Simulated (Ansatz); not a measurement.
# CuO2: the cost of one run

Program: Ansatz 0.2.0. Level of theory: DFT PBEsol, scalar-relativistic, plane waves, PAW. These are calculated values, not measurements.

1 further run of the same task is left out (set aside as unsound or not needed). Runs told in other sessions of the task aren't counted.

**1. The structure to begin with**

The structure is orthorhombic, space group Cmcm (No. 63). Conventional cell: a = 2.687 Å, b = 9.911 Å, c = 4.130 Å, α = 90.00°, β = 90.00°, γ = 90.00°. Cu (site symmetry m2m) has 6 O at 1.77 to 2.11 Å in its first shell of neighbours. Around O (site symmetry m2m) lie 2 Cu at 1.77 Å. O (site symmetry m2m) is surrounded by 4 Cu at 1.81 to 2.11 Å.

As a file:

```cif
data_structure
_symmetry_space_group_name_H-M 'P 1'
_symmetry_Int_Tables_number 1
_cell_length_a 5.1341
_cell_length_b 5.1341
_cell_length_c 4.1305
_cell_angle_alpha 90.000
_cell_angle_beta 90.000
_cell_angle_gamma 149.664
_cell_volume 54.99
loop_
_atom_site_label
_atom_site_type_symbol
_atom_site_fract_x
_atom_site_fract_y
_atom_site_fract_z
_atom_site_occupancy
Cu1 Cu 0.83275 0.16725 0.25000 1
Cu2 Cu 0.16725 0.83275 0.75000 1
O1 O 0.44851 0.55149 0.25000 1
O2 O 0.55149 0.44851 0.75000 1
O3 O 0.21103 0.78897 0.25000 1
O4 O 0.78897 0.21103 0.75000 1
```

**2. Volume fm: 0.86 V/V0**

Input file input.yaml:

```yaml
crystal:
  lattice:
    - [1.343352426, -4.9552564737, 0.0]
    - [1.343352426, 4.9552564737, 0.0]
    - [0.0, 0.0, 4.1304595856]
  atoms:
    - { symbol: Cu, position: [0.832747, 0.167253, 0.25], spin: 1.0 }
    - { symbol: Cu, position: [0.167253, 0.832747, 0.75], spin: 1.0 }
    - { symbol: O, position: [0.448514, 0.551486, 0.25] }
    - { symbol: O, position: [0.551486, 0.448514, 0.75] }
    - { symbol: O, position: [0.21103, 0.78897, 0.25] }
    - { symbol: O, position: [0.78897, 0.21103, 0.75] }
basis:
  ecutwfc: 420
kpoints:
  mp_grid: { grid: [14, 14, 8] }
hamiltonian:
  xc: pbesol
scf:
  occupations: { method: gaussian, width: 0.1 }
  lower_state_search: "off"
output:
  forces: true
  stress: true
  eigenvalues: true
  populations: true
magnetization:
  spin_polarized: true
```

The run is started by

```bash
> ansatz run input.yaml --threads 1 --pin off --max-ram 2560MiB --backend cpu --events-out ev --progress --plain --runs-dir out
```

Q: Estimate wall time and peak memory on 1 thread of Intel Xeon at 2.70GHz, shared host.

About 4.2 min, with a peak of 0.97 GiB.
